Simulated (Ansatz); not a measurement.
# Pr4ScC: the cost of one run

Program: Ansatz 0.2.0. Level of theory: DFT PBE, scalar-relativistic, plane waves, PAW; 4f electrons in the core of a trivalent norm-conserving potential. These are calculated values, not measurements.

### 1 The system as given

Symmetry: F-43m, No. 216, cubic system. The conventional cell has a = 8.457 Å, b = 8.457 Å, c = 8.457 Å, α = 90.00°, β = 90.00°, γ = 90.00°. Pr (site symmetry 3m) has 6 Pr at 2.99 Å and 3 Sc at 3.51 Å and 3 C at 3.51 Å as nearest neighbours. Sc (site symmetry -43m) is surrounded by 12 Pr at 3.51 Å and 4 C at 3.66 Å. C (site symmetry -43m) is surrounded by 12 Pr at 3.51 Å and 4 Sc at 3.66 Å.

As a file:

```xyz
6
Lattice="0.0000 4.2285 4.2285 4.2285 0.0000 4.2285 4.2285 4.2285 0.0000" Properties=species:S:1:pos:R:3 pbc="T T T"
Pr    5.2867    7.3988    5.2867
Pr    7.3988    5.2867    5.2867
Pr    7.3988    7.3988    7.3988
Pr    5.2867    5.2867    7.3988
Sc    4.2285    4.2285    4.2285
C     2.1143    2.1143    2.1143
```

Recipe of the guess: species swapped into a database cell of SmYCo4 (F-43m, No. 216), with C on the Sm sites, Sc on the Y sites and Pr on the Co sites. The dimensions are guesses.

### 2 A first look at the guess

Contents of input.yaml:

```yaml
crystal:
  lattice:
    - [0.0, 4.22852271, 4.22852271]
    - [4.22852271, 0.0, 4.22852271]
    - [4.22852271, 4.22852271, 0.0]
  atoms:
    - { symbol: Pr, position: [0.87487299, 0.37538102, 0.87487299] }
    - { symbol: Pr, position: [0.37538102, 0.87487299, 0.87487299] }
    - { symbol: Pr, position: [0.87487299, 0.87487299, 0.87487299] }
    - { symbol: Pr, position: [0.87487299, 0.87487299, 0.37538102] }
    - { symbol: Sc, position: [0.5, 0.5, 0.5] }
    - { symbol: C, position: [0.25, 0.25, 0.25] }
basis:
  ecutwfc: 660
kpoints:
  mp_grid: { grid: [4, 4, 4] }
hamiltonian:
  xc: pbe
  pseudopotentials:
    kind: paw
    azcp: { Pr: "pseudopotentials/pbe/nc/lanthanide_3plus/Pr.nc.azcp" }
scf:
  occupations: { method: gaussian, width: 0.1 }
  lower_state_search: "off"
output:
  forces: true
  stress: true
  eigenvalues: true
```

Command:

```bash
> ansatz run input.yaml --threads 1 --pin off --max-ram 2560MiB --backend cpu --events-out ev --progress --plain --runs-dir out
```

**Question.** How long does this run take on 1 thread of Arm Neoverse V2, shared host, and how much memory does it need?

About 7.1 s, with a peak of 0.43 GiB.
